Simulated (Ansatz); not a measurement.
# ClH6N3Sn: the cost of one run

Program: Ansatz 0.2.0, Gaussian basis. Level of theory: the settings change from run to run. These are calculated values, not measurements.

## Step 1: The relaxed structure

The geometry comes from an earlier relaxation with PBE0-D4 in a triple-zeta def2 set; it is a stationary point, not always the lowest conformer. Sn takes a core potential in def2 sets; no spin-orbit term is included.

SMILES `[NH2][Sn]([NH2])([NH2])[Cl]`, 11 atoms, charge 0, spin multiplicity 1.

Atoms are counted from 1 here; the program's logs count them from 0.

Bond lengths: N1–Sn2 2.006 Å, N1–H6 1.013 Å, N1–H7 1.012 Å, Sn2–N3 2.006 Å, Sn2–N4 2.006 Å, Sn2–Cl5 2.354 Å, N3–H8 1.013 Å, N3–H9 1.012 Å, N4–H10 1.013 Å, N4–H11 1.012 Å. Angles: Sn2–N1–H6 112.0°, Sn2–N1–H7 113.7°, H6–N1–H7 108.2°, N1–Sn2–N3 109.2°, N1–Sn2–N4 109.2°, N1–Sn2–Cl5 109.8°, N3–Sn2–N4 109.2°, N3–Sn2–Cl5 109.8°, N4–Sn2–Cl5 109.8°, Sn2–N3–H8 112.0°, Sn2–N3–H9 113.6°, H8–N3–H9 108.2°, Sn2–N4–H10 112.0°, Sn2–N4–H11 113.7°, H10–N4–H11 108.2°.

Geometry (Å):

| atom | x (Å) | y (Å) | z (Å) |
| --- | --- | --- | --- |
| N1 | -1.6446 | 0.9948 | -0.1467 |
| Sn2 | 0.1752 | 0.1732 | 0.0417 |
| N3 | 0.1624 | -1.1084 | 1.5844 |
| N4 | 0.6251 | -0.8239 | -1.6393 |
| Cl5 | 1.7749 | 1.8590 | 0.4197 |
| H6 | -1.9554 | 1.0125 | -1.1102 |
| H7 | -1.7059 | 1.9347 | 0.2230 |
| H8 | -0.6425 | -0.9735 | 2.1835 |
| H9 | 0.9949 | -1.0617 | 2.1576 |
| H10 | 1.0184 | -1.7366 | -1.4456 |
| H11 | 1.2629 | -0.3270 | -2.2477 |

## Step 2: B3LYP/def2-TZVPP

This run has unrestricted orbitals, finite nuclei, D4 dispersion, the search for lower states set to off.

in.yaml

```yaml
crystal:
  periodic: [false, false, false]
  atoms:
    - {symbol: N, position_ang: [-1.644604, 0.994811, -0.146747]}
    - {symbol: Sn, position_ang: [0.175242, 0.173230, 0.041677]}
    - {symbol: N, position_ang: [0.162447, -1.108383, 1.584351]}
    - {symbol: N, position_ang: [0.625098, -0.823905, -1.639307]}
    - {symbol: Cl, position_ang: [1.774865, 1.858954, 0.419726]}
    - {symbol: H, position_ang: [-1.955359, 1.012535, -1.110235]}
    - {symbol: H, position_ang: [-1.705933, 1.934683, 0.223038]}
    - {symbol: H, position_ang: [-0.642540, -0.973509, 2.183524]}
    - {symbol: H, position_ang: [0.994933, -1.061691, 2.157634]}
    - {symbol: H, position_ang: [1.018427, -1.736586, -1.445628]}
    - {symbol: H, position_ang: [1.262923, -0.327040, -2.247734]}
basis:
  gaussian: {orbitals: def2-TZVPP, nuclear_model: gaussian}
magnetization: {spin_polarized: true, initial_magnetization: 0}
hamiltonian: {xc: {name: B3LYP}, dispersion: d4}
scf: {lower_state_search: off}
output: {forces: true}
```

Command:

```sh
ansatz run in.yaml --threads 8 --pin off --events-out ev --progress --plain --max-ram 18278MiB
```

What time and memory should one allow on 8 threads of Arm Neoverse V1, shared host?

About 4.1 s, with a peak of 0.95 GiB.
